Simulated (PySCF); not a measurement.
# BH₂Br: NMR shieldings, spin-spin couplings, relativistic core levels

Wanted: NMR shieldings, spin-spin couplings, relativistic core levels for BH₂Br (`BBr`).

Computed with PySCF 2.14.0 and routines of our own; the level stands in each step. Atoms count from 0.

## (1) The system as given

4 atoms, charge 0, multiplicity 1; geometry from: GFN2-xTB.

## (2) Optimising the geometry at PBE0-D3(BJ)/def2-SVP

What the job is given:

```
{"job": {"xc": "PBE0", "basis": "def2-SVP", "d3": "d3bj", "grid": 1, "maxiter": 30, "shake": 0.01, "kind": "geom"}, "charge": 0, "multiplicity": 1}
B     -0.150210    -0.012850    -0.187970
Br     1.632150    -0.113470    -0.521480
H     -0.784250     0.923830    -0.626570
H     -0.659700    -0.822890     0.431370
```

Command:

```bash
$ OMP_NUM_THREADS=1 python heavy_run.py task.json out
```

This one command runs all jobs of the session in turn.

Log:

```text
step   0  E = -2599.54214932  max force = 0.033810
step   1  E = -2599.54651277  max force = 0.004931
step   2  E = -2599.54656088  max force = 0.000826
step   3  E = -2599.54653947  max force = 0.002520
step   4  E = -2599.54656461  max force = 0.000786
step   5  E = -2599.54656784  max force = 0.000094
optimisation converged
```

Run time: 4.7 s. Hardware: 1 thread of Arm Neoverse V1, shared host; peak memory 0.27 GiB.

The steps of the relaxation:

```
step  energy from step 0 (eV)  largest force component (eV/Å)
   0                   0.0000                          1.7386
   1                  -0.1187                          0.2536
   2                  -0.1200                          0.0425
   3                  -0.1195                          0.1296
   4                  -0.1201                          0.0404
   5                  -0.1202                          0.0048
```

Distances of close pairs at the start and the end, largest changes first:

```
  bond  before (Å)  after (Å)  change (Å)
B0–Br1       1.816      1.891      +0.075
 B0–H3       1.140      1.202      +0.062
 B0–H2       1.213      1.202      -0.011
```

The final coordinates are the input of the step that follows.

```
                         at the end point                  value
  point group (found at 0.08 Å tolerance)                    C2v
rotational constants (GHz, main isotopes)  222.5, 11.410, 10.853
                        dipole moment (D)                   0.43
```

## (3) NMR shieldings: PBE0/pcJ-1 Br:dyall-v2z, spin–orbit

What the job is given:

```
{"job": {"kind": "hnmr", "xc": "PBE0", "basis": {"default": "pcJ-1", "Br": "dyall-v2z"}, "rel": "so"}, "charge": 0, "multiplicity": 1}
B      0.041439     0.186630    -0.334207
Br     1.897793     0.081137    -0.678543
H     -0.566486     1.114960    -0.796765
H     -0.458161    -0.679001     0.333860
```

With the program's defaults for keys left out, this is: PBE0/pcJ-1 Br:dyall-v2z GIAO NMR shielding, X2C with spin-orbit coupling, screened-nuclear two-electron part, Gaussian nuclei, gas phase.

Log:

```text
spin-free SCF
coarse grid: 17456 points
cycle   1  E = -2632.0356600594  dE = -9.473e-02  |g| = 2.236e-01  |ddm| = 1.523e+00
cycle   2  E = -2632.0361472376  dE = -4.872e-04  |g| = 1.139e-01  |ddm| = 2.763e-01
cycle   3  E = -2632.0382821253  dE = -2.135e-03  |g| = 9.040e-02  |ddm| = 2.316e-01
cycle   4  E = -2632.0402576883  dE = -1.976e-03  |g| = 1.397e-02  |ddm| = 8.036e-02
cycle   5  E = -2632.0402737148  dE = -1.603e-05  |g| = 1.093e-03  |ddm| = 8.183e-03
cycle   6  E = -2632.0402739700  dE = -2.552e-07  |g| = 4.509e-04  |ddm| = 1.421e-03
final grid: 35032 points
cycle   7  E = -2632.0404273767  dE = -7.428e-08  |g| = 7.364e-04  |ddm| = 6.214e-04
cycle   8  E = -2632.0404273790  dE = -2.284e-09  |g| = 5.181e-04  |ddm| = 4.888e-04
cycle   9  E = -2632.0404273994  dE = -2.033e-08  |g| = 1.042e-04  |ddm| = 2.690e-04
cycle  10  E = -2632.0404274002  dE = -8.654e-10  |g| = 2.504e-05  |ddm| = 7.354e-05
converged SCF energy = -2632.0404274002
two-component SCF
cycle   1  E = -2631.9736106954  dE = -2.632e+03  |FDS-SDF| = 2.194e+01
cycle   2  E = -2632.1182873851  dE = -1.447e-01  |FDS-SDF| = 9.643e-02
cycle   3  E = -2632.1183984524  dE = -1.111e-04  |FDS-SDF| = 3.523e-03
cycle   4  E = -2632.1184030211  dE = -4.569e-06  |FDS-SDF| = 1.655e-03
cycle   5  E = -2632.1184034672  dE = -4.460e-07  |FDS-SDF| = 6.606e-04
cycle   6  E = -2632.1184036388  dE = -1.716e-07  |FDS-SDF| = 1.138e-04
cycle   7  E = -2632.1184036484  dE = -9.619e-09  |FDS-SDF| = 6.545e-05
converged, E = -2632.1184036484

Field gradients (au) and densities at the nuclei (bohr^-3)
atom        Vxx        Vyy        Vzz        centre      nuclear mean
  0 B     -0.0917    -0.3941     0.4859         70.958         70.957
  1 Br     0.0544     4.0170    -4.0714      40817.019      40757.267
  2 H     -0.0908    -0.1076     0.1984          0.455          0.455
  3 H     -0.0908    -0.1076     0.1984          0.455          0.455
without picture change
  1 Br                          -4.2078                     66240.090

Core orbital energies (eV)
atom   shell        mean    spread
  1 Br 1s       -13364.960   0.000
  1 Br 2s        -1754.299   0.000
  1 Br 3s         -247.317   0.000
  1 Br 4s          -22.725   0.000
  1 Br 2p1/2     -1577.918   0.000
  1 Br 2p3/2     -1530.568   0.040
  1 Br 3p1/2      -185.611   0.000
  1 Br 3p3/2      -178.673   0.146
  1 Br 3d3/2       -71.683   0.169
  1 Br 3d5/2       -70.601   0.223

Shielding tensors (ppm)
atom      isotropic    diamagn.    paramagn.     s11        s22        s33       span
  0 B        22.47      192.18     -169.71     -32.17     -25.28     124.84     157.01
  1 Br     2203.62     2987.68     -784.07    1335.99    1992.86    3282.00    1946.02
  2 H        22.21       28.13       -5.92      16.45      24.97      25.21       8.77
  3 H        22.22       28.33       -6.11      16.44      24.98      25.23       8.79
```

It took 16 s on 1 thread of Arm Neoverse V1, shared host; peak memory 0.69 GiB.

From this job:

| quantity | value |
| --- | --- |
| energy from spin-orbit coupling | -0.0780 Eh |

## (4) Spin-spin couplings: PBE0/pcJ-1 Br:dyall-v2z, spin–orbit

What the job is given:

```
{"job": {"kind": "hj", "xc": "PBE0", "basis": {"default": "pcJ-1", "Br": "dyall-v2z"}, "rel": "so", "atoms": [1]}, "charge": 0, "multiplicity": 1}
B      0.041439     0.186630    -0.334207
Br     1.897793     0.081137    -0.678543
H     -0.566486     1.114960    -0.796765
H     -0.458161    -0.679001     0.333860
```

Level: PBE0/pcJ-1 Br:dyall-v2z indirect spin-spin coupling, X2C with spin-orbit coupling, screened-nuclear two-electron part, Gaussian nuclei, gas phase.

Log:

```text
spin-free SCF
coarse grid: 17456 points
cycle   1  E = -2632.0356600594  dE = -9.473e-02  |g| = 2.236e-01  |ddm| = 1.523e+00
cycle   2  E = -2632.0361472376  dE = -4.872e-04  |g| = 1.139e-01  |ddm| = 2.763e-01
cycle   3  E = -2632.0382821253  dE = -2.135e-03  |g| = 9.040e-02  |ddm| = 2.316e-01
cycle   4  E = -2632.0402576883  dE = -1.976e-03  |g| = 1.397e-02  |ddm| = 8.036e-02
cycle   5  E = -2632.0402737148  dE = -1.603e-05  |g| = 1.093e-03  |ddm| = 8.183e-03
cycle   6  E = -2632.0402739700  dE = -2.552e-07  |g| = 4.509e-04  |ddm| = 1.421e-03
final grid: 35032 points
cycle   7  E = -2632.0404273767  dE = -7.428e-08  |g| = 7.364e-04  |ddm| = 6.214e-04
cycle   8  E = -2632.0404273790  dE = -2.284e-09  |g| = 5.181e-04  |ddm| = 4.888e-04
cycle   9  E = -2632.0404273994  dE = -2.033e-08  |g| = 1.042e-04  |ddm| = 2.690e-04
cycle  10  E = -2632.0404274002  dE = -8.654e-10  |g| = 2.504e-05  |ddm| = 7.354e-05
converged SCF energy = -2632.0404274002
two-component SCF
cycle   1  E = -2631.9736106954  dE = -2.632e+03  |FDS-SDF| = 2.194e+01
cycle   2  E = -2632.1182873851  dE = -1.447e-01  |FDS-SDF| = 9.643e-02
cycle   3  E = -2632.1183984524  dE = -1.111e-04  |FDS-SDF| = 3.523e-03
cycle   4  E = -2632.1184030211  dE = -4.569e-06  |FDS-SDF| = 1.655e-03
cycle   5  E = -2632.1184034672  dE = -4.460e-07  |FDS-SDF| = 6.606e-04
cycle   6  E = -2632.1184036388  dE = -1.716e-07  |FDS-SDF| = 1.138e-04
cycle   7  E = -2632.1184036484  dE = -9.619e-09  |FDS-SDF| = 6.545e-05
converged, E = -2632.1184036484

Indirect spin-spin couplings
  i        j     bonds      J/Hz   K/1e19 T2/J   anisotropy/Hz
  1  79Br   0  11B    1     -187.26     -193.24      -232.7
  1  79Br   2   1H    2       19.76        6.54        35.7
  1  79Br   3   1H    2       19.78        6.55        35.7
```

Wall time 13 s (1 thread of Arm Neoverse V1, shared host); peak memory 0.56 GiB.

Key values:

| quantity | value |
| --- | --- |
| energy from spin-orbit coupling | -0.0780 Eh |

## (5) Relativistic core levels: PBE0/pcJ-1 Br:dyall-v2z, spin–orbit

What the job is given:

```
{"job": {"kind": "hxps", "xc": "PBE0", "basis": {"default": "pcJ-1", "Br": "dyall-v2z"}, "rel": "so", "holes": [[1, "3d"]]}, "charge": 0, "multiplicity": 1}
B      0.041439     0.186630    -0.334207
Br     1.897793     0.081137    -0.678543
H     -0.566486     1.114960    -0.796765
H     -0.458161    -0.679001     0.333860
```

Method: PBE0/pcJ-1 Br:dyall-v2z core ionisation, delta-SCF with one localised hole, X2C with spin-orbit coupling, screened-nuclear two-electron part, Gaussian nuclei, gas phase.

Log:

```text
spin-free SCF
coarse grid: 17456 points
cycle   1  E = -2632.0356600594  dE = -9.473e-02  |g| = 2.236e-01  |ddm| = 1.523e+00
cycle   2  E = -2632.0361472376  dE = -4.872e-04  |g| = 1.139e-01  |ddm| = 2.763e-01
cycle   3  E = -2632.0382821253  dE = -2.135e-03  |g| = 9.040e-02  |ddm| = 2.316e-01
cycle   4  E = -2632.0402576883  dE = -1.976e-03  |g| = 1.397e-02  |ddm| = 8.036e-02
cycle   5  E = -2632.0402737148  dE = -1.603e-05  |g| = 1.093e-03  |ddm| = 8.183e-03
cycle   6  E = -2632.0402739700  dE = -2.552e-07  |g| = 4.509e-04  |ddm| = 1.421e-03
final grid: 35032 points
cycle   7  E = -2632.0404273767  dE = -7.428e-08  |g| = 7.364e-04  |ddm| = 6.214e-04
cycle   8  E = -2632.0404273790  dE = -2.284e-09  |g| = 5.181e-04  |ddm| = 4.888e-04
cycle   9  E = -2632.0404273994  dE = -2.033e-08  |g| = 1.042e-04  |ddm| = 2.690e-04
cycle  10  E = -2632.0404274002  dE = -8.654e-10  |g| = 2.504e-05  |ddm| = 7.354e-05
converged SCF energy = -2632.0404274002
two-component SCF
cycle   1  E = -2631.9736106954  dE = -2.632e+03  |FDS-SDF| = 2.194e+01
cycle   2  E = -2632.1182873851  dE = -1.447e-01  |FDS-SDF| = 9.643e-02
cycle   3  E = -2632.1183984524  dE = -1.111e-04  |FDS-SDF| = 3.523e-03
cycle   4  E = -2632.1184030211  dE = -4.569e-06  |FDS-SDF| = 1.655e-03
cycle   5  E = -2632.1184034672  dE = -4.460e-07  |FDS-SDF| = 6.606e-04
cycle   6  E = -2632.1184036388  dE = -1.716e-07  |FDS-SDF| = 1.138e-04
cycle   7  E = -2632.1184036484  dE = -9.619e-09  |FDS-SDF| = 6.545e-05
converged, E = -2632.1184036484

Field gradients (au) and densities at the nuclei (bohr^-3)
atom        Vxx        Vyy        Vzz        centre      nuclear mean
  0 B     -0.0917    -0.3941     0.4859         70.958         70.957
  1 Br     0.0544     4.0170    -4.0714      40817.019      40757.267
  2 H     -0.0908    -0.1076     0.1984          0.455          0.455
  3 H     -0.0908    -0.1076     0.1984          0.455          0.455
without picture change
  1 Br                          -4.2078                     66240.090

Core orbital energies (eV)
atom   shell        mean    spread
  1 Br 1s       -13364.960   0.000
  1 Br 2s        -1754.299   0.000
  1 Br 3s         -247.317   0.000
  1 Br 4s          -22.725   0.000
  1 Br 2p1/2     -1577.918   0.000
  1 Br 2p3/2     -1530.568   0.040
  1 Br 3p1/2      -185.611   0.000
  1 Br 3p3/2      -178.673   0.146
  1 Br 3d3/2       -71.683   0.169
  1 Br 3d5/2       -70.601   0.223

hole in 3d5/2 of atom 1
cycle   1  E = -2628.9513344894  dE = -2.629e+03  |FDS-SDF| = 2.199e+00
cycle   2  E = -2629.0820628611  dE = -1.307e-01  |FDS-SDF| = 2.159e+00
cycle   3  E = -2629.3040072153  dE = -2.219e-01  |FDS-SDF| = 1.245e-01
cycle   4  E = -2629.3060096654  dE = -2.002e-03  |FDS-SDF| = 1.650e-02
cycle   5  E = -2629.3060638557  dE = -5.419e-05  |FDS-SDF| = 4.853e-03
cycle   6  E = -2629.3060695901  dE = -5.734e-06  |FDS-SDF| = 1.149e-03
cycle   7  E = -2629.3060699727  dE = -3.826e-07  |FDS-SDF| = 1.586e-04
cycle   8  E = -2629.3060699888  dE = -1.613e-08  |FDS-SDF| = 4.386e-05
converged, E = -2629.3060699888

Core binding energies (eV)
atom   line    delta-SCF   -orbital   splitting
  1 Br 3d5/2      76.507      70.60     1.082
```

Run time: 9.2 s. Hardware: 1 thread of Arm Neoverse V1, shared host; peak memory 0.57 GiB.

From this job:

| quantity | value |
| --- | --- |
| energy from spin-orbit coupling | -0.0780 Eh |

## (6) NMR shieldings: PBE0/pcJ-1 Br:dyall-v2z, spin-free

What the job is given:

```
{"job": {"kind": "hnmr", "xc": "PBE0", "basis": {"default": "pcJ-1", "Br": "dyall-v2z"}, "rel": "sf"}, "charge": 0, "multiplicity": 1}
B      0.041439     0.186630    -0.334207
Br     1.897793     0.081137    -0.678543
H     -0.566486     1.114960    -0.796765
H     -0.458161    -0.679001     0.333860
```

With the program's defaults for keys left out, this is: PBE0/pcJ-1 Br:dyall-v2z GIAO NMR shielding, spin-free X2C, Gaussian nuclei, gas phase.

Log:

```text
spin-free SCF
coarse grid: 17456 points
cycle   1  E = -2632.0356600594  dE = -9.473e-02  |g| = 2.236e-01  |ddm| = 1.523e+00
cycle   2  E = -2632.0361472376  dE = -4.872e-04  |g| = 1.139e-01  |ddm| = 2.763e-01
cycle   3  E = -2632.0382821253  dE = -2.135e-03  |g| = 9.040e-02  |ddm| = 2.316e-01
cycle   4  E = -2632.0402576883  dE = -1.976e-03  |g| = 1.397e-02  |ddm| = 8.036e-02
cycle   5  E = -2632.0402737148  dE = -1.603e-05  |g| = 1.093e-03  |ddm| = 8.183e-03
cycle   6  E = -2632.0402739700  dE = -2.552e-07  |g| = 4.509e-04  |ddm| = 1.421e-03
final grid: 35032 points
cycle   7  E = -2632.0404273767  dE = -7.428e-08  |g| = 7.364e-04  |ddm| = 6.214e-04
cycle   8  E = -2632.0404273790  dE = -2.284e-09  |g| = 5.181e-04  |ddm| = 4.888e-04
cycle   9  E = -2632.0404273994  dE = -2.033e-08  |g| = 1.042e-04  |ddm| = 2.690e-04
cycle  10  E = -2632.0404274002  dE = -8.654e-10  |g| = 2.504e-05  |ddm| = 7.354e-05
converged SCF energy = -2632.0404274002
check of the scalar solution
cycle   1  E = -2632.0404274002  dE = -2.632e+03  |FDS-SDF| = 2.504e-05
cycle   2  E = -2632.0404274002  dE =  3.274e-11  |FDS-SDF| = 3.320e-05
converged, E = -2632.0404274002

Field gradients (au) and densities at the nuclei (bohr^-3)
atom        Vxx        Vyy        Vzz        centre      nuclear mean
  0 B     -0.0919    -0.3944     0.4862         70.958         70.957
  1 Br     0.0540     4.0196    -4.0736      40813.494      40753.742
  2 H     -0.0908    -0.1076     0.1984          0.455          0.455
  3 H     -0.0908    -0.1076     0.1984          0.455          0.455
without picture change
  1 Br                          -4.2107                     66240.640

Core orbital energies (eV)
atom   shell        mean    spread
  1 Br 1s       -13365.135   0.000
  1 Br 2s        -1754.333   0.000
  1 Br 3s         -247.325   0.000
  1 Br 4s          -22.726   0.000
  1 Br 2p        -1546.089   0.069
  1 Br 3p         -180.946   0.252
  1 Br 3d          -71.036   0.248

Shielding tensors (ppm)
atom      isotropic    diamagn.    paramagn.     s11        s22        s33       span
  0 B        12.86      192.68     -179.81     -38.93     -36.82     114.34     153.27
  1 Br     1891.46     3137.68    -1246.22     936.21    1718.67    3019.50    2083.29
  2 H        23.54       28.13       -4.59      18.38      24.50      27.74       9.36
  3 H        23.54       28.34       -4.80      18.38      24.50      27.75       9.37
```

It took 5.3 s on 1 thread of Arm Neoverse V1, shared host; peak memory 0.57 GiB.

## (7) NMR shieldings: PBE0/pcJ-1 Br:dyall-v2z, non-relativistic

What the job is given:

```
{"job": {"kind": "hnmr", "xc": "PBE0", "basis": {"default": "pcJ-1", "Br": "dyall-v2z"}, "rel": "nr"}, "charge": 0, "multiplicity": 1}
B      0.041439     0.186630    -0.334207
Br     1.897793     0.081137    -0.678543
H     -0.566486     1.114960    -0.796765
H     -0.458161    -0.679001     0.333860
```

Method: PBE0/pcJ-1 Br:dyall-v2z GIAO NMR shielding, non-relativistic, Gaussian nuclei, gas phase.

Log:

```text
non-relativistic SCF
coarse grid: 17456 points
cycle   1  E = -2599.8582784757  dE = -2.141e+01  |g| = 2.206e+00  |ddm| = 1.629e+00
cycle   2  E = -2599.8685475969  dE = -1.027e-02  |g| = 8.494e-01  |ddm| = 2.343e-01
cycle   3  E = -2599.8823620621  dE = -1.381e-02  |g| = 3.769e-01  |ddm| = 2.125e-01
cycle   4  E = -2599.8871092056  dE = -4.747e-03  |g| = 3.166e-02  |ddm| = 1.139e-01
cycle   5  E = -2599.8872278617  dE = -1.187e-04  |g| = 1.128e-02  |ddm| = 4.078e-02
cycle   6  E = -2599.8872688817  dE = -4.102e-05  |g| = 1.204e-03  |ddm| = 1.338e-02
cycle   7  E = -2599.8872692084  dE = -3.267e-07  |g| = 6.800e-05  |ddm| = 1.221e-03
final grid: 35032 points
cycle   8  E = -2599.8872716419  dE = -4.834e-09  |g| = 8.158e-05  |ddm| = 2.630e-04
converged SCF energy = -2599.8872716419
check of the scalar solution
cycle   1  E = -2599.8872716419  dE = -2.600e+03  |FDS-SDF| = 8.158e-05
cycle   2  E = -2599.8872716418  dE =  9.368e-11  |FDS-SDF| = 9.901e-05
cycle   3  E = -2599.8872716437  dE = -1.960e-09  |FDS-SDF| = 1.021e-05
converged, E = -2599.8872716437

Field gradients (au) and densities at the nuclei (bohr^-3)
atom        Vxx        Vyy        Vzz        centre      nuclear mean
  0 B     -0.0933    -0.3940     0.4872         70.737         70.736
  1 Br     0.0743     3.7460    -3.8203      29275.296      29251.468
  2 H     -0.0908    -0.1076     0.1984          0.455          0.455
  3 H     -0.0908    -0.1076     0.1984          0.455          0.455

Core orbital energies (eV)
atom   shell        mean    spread
  1 Br 1s       -13148.618   0.000
  1 Br 2s        -1704.130   0.000
  1 Br 3s         -238.959   0.000
  1 Br 4s          -22.083   0.000
  1 Br 2p        -1534.587   0.068
  1 Br 3p         -179.192   0.248
  1 Br 3d          -72.716   0.241

Shielding tensors (ppm)
atom      isotropic    diamagn.    paramagn.     s11        s22        s33       span
  0 B        13.48      192.57     -179.09     -39.29     -36.16     115.88     155.18
  1 Br     1911.07     3123.78    -1212.71    1017.17    1737.93    2978.12    1960.95
  2 H        23.56       28.11       -4.54      18.44      24.47      27.78       9.34
  3 H        23.56       28.31       -4.75      18.43      24.47      27.78       9.35
```

Run time: 4.7 s. Hardware: 1 thread of Arm Neoverse V1, shared host; peak memory 0.57 GiB.

## (8) Spin-spin couplings: PBE0/pcJ-1 Br:dyall-v2z, non-relativistic

What the job is given:

```
{"job": {"kind": "hj", "xc": "PBE0", "basis": {"default": "pcJ-1", "Br": "dyall-v2z"}, "rel": "nr", "atoms": [1]}, "charge": 0, "multiplicity": 1}
B      0.041439     0.186630    -0.334207
Br     1.897793     0.081137    -0.678543
H     -0.566486     1.114960    -0.796765
H     -0.458161    -0.679001     0.333860
```

Method: PBE0/pcJ-1 Br:dyall-v2z indirect spin-spin coupling, non-relativistic, Gaussian nuclei, gas phase.

Log:

```text
non-relativistic SCF
coarse grid: 17456 points
cycle   1  E = -2599.8582784757  dE = -2.141e+01  |g| = 2.206e+00  |ddm| = 1.629e+00
cycle   2  E = -2599.8685475969  dE = -1.027e-02  |g| = 8.494e-01  |ddm| = 2.343e-01
cycle   3  E = -2599.8823620621  dE = -1.381e-02  |g| = 3.769e-01  |ddm| = 2.125e-01
cycle   4  E = -2599.8871092056  dE = -4.747e-03  |g| = 3.166e-02  |ddm| = 1.139e-01
cycle   5  E = -2599.8872278617  dE = -1.187e-04  |g| = 1.128e-02  |ddm| = 4.078e-02
cycle   6  E = -2599.8872688817  dE = -4.102e-05  |g| = 1.204e-03  |ddm| = 1.338e-02
cycle   7  E = -2599.8872692084  dE = -3.267e-07  |g| = 6.800e-05  |ddm| = 1.221e-03
final grid: 35032 points
cycle   8  E = -2599.8872716419  dE = -4.834e-09  |g| = 8.158e-05  |ddm| = 2.630e-04
converged SCF energy = -2599.8872716419
two-component SCF
cycle   1  E = -2599.8872716419  dE = -2.600e+03  |FDS-SDF| = 8.158e-05
cycle   2  E = -2599.8872716418  dE =  9.913e-11  |FDS-SDF| = 9.901e-05
cycle   3  E = -2599.8872716437  dE = -1.962e-09  |FDS-SDF| = 1.021e-05
converged, E = -2599.8872716437

Indirect spin-spin couplings
  i        j     bonds      J/Hz   K/1e19 T2/J   anisotropy/Hz
  1  79Br   0  11B    1     -167.75     -173.11      -227.8
  1  79Br   2   1H    2       19.58        6.48        30.3
  1  79Br   3   1H    2       19.60        6.49        30.2
```

It took 8.8 s on 1 thread of Arm Neoverse V1, shared host; peak memory 0.57 GiB.

## (9) Shieldings side by side

```csv
run,Br1,B0,H2,H3,time
"step 3, PBE0/pcJ-1 Br:dyall-v2z, spin–orbit",2203.6,22.5,22.2,22.2,16 s
"step 6, PBE0/pcJ-1 Br:dyall-v2z, spin-free",1891.5,12.9,23.5,23.5,5.3 s
"step 7, PBE0/pcJ-1 Br:dyall-v2z, non-relativistic",1911.1,13.5,23.6,23.6,4.7 s
```

## (10) Results

| quantity | value |
| --- | --- |
| point group | C2v |
| rotational constants (main isotopes) | 222.46, 11.41, 10.85 GHz |
| energy from spin-orbit coupling (step 3, PBE0/pcJ-1 Br:dyall-v2z, spin–orbit) | -0.0780 Eh |
| shieldings (step 3, PBE0/pcJ-1 Br:dyall-v2z, spin–orbit) | B0 22.5, Br1 2203.6, H2 22.2, H3 22.2 ppm |
| energy from spin-orbit coupling (step 4, PBE0/pcJ-1 Br:dyall-v2z, spin–orbit) | -0.0780 Eh |
| largest reduced coupling (step 4, PBE0/pcJ-1 Br:dyall-v2z, spin–orbit) | Br1–B0: J = -187.3 Hz, K = -193·10¹⁹ T²/J |
| Br1 3d5/2 binding energy (step 5, PBE0/pcJ-1 Br:dyall-v2z, spin–orbit) | 76.5 eV, 3d3/2 77.6 eV |
| energy from spin-orbit coupling (step 5, PBE0/pcJ-1 Br:dyall-v2z, spin–orbit) | -0.0780 Eh |
| shieldings (step 6, PBE0/pcJ-1 Br:dyall-v2z, spin-free) | B0 12.9, Br1 1891.5, H2 23.5, H3 23.5 ppm |
| shieldings (step 7, PBE0/pcJ-1 Br:dyall-v2z, non-relativistic) | B0 13.5, Br1 1911.1, H2 23.6, H3 23.6 ppm |
| largest reduced coupling (step 8, PBE0/pcJ-1 Br:dyall-v2z, non-relativistic) | Br1–B0: J = -167.8 Hz, K = -173·10¹⁹ T²/J |

In words: Relaxing lowered the energy by 0.120 eV in 5 steps; the close pair that moved most is B0–Br1, from 1.816 to 1.891 Å. No frequency check was run at this level, so the end point may be a saddle. In step 3, Br1 has the widest tensor, 1946 ppm. Br1 moves most between the runs, by 312 ppm; the labels say what changes from run to run.
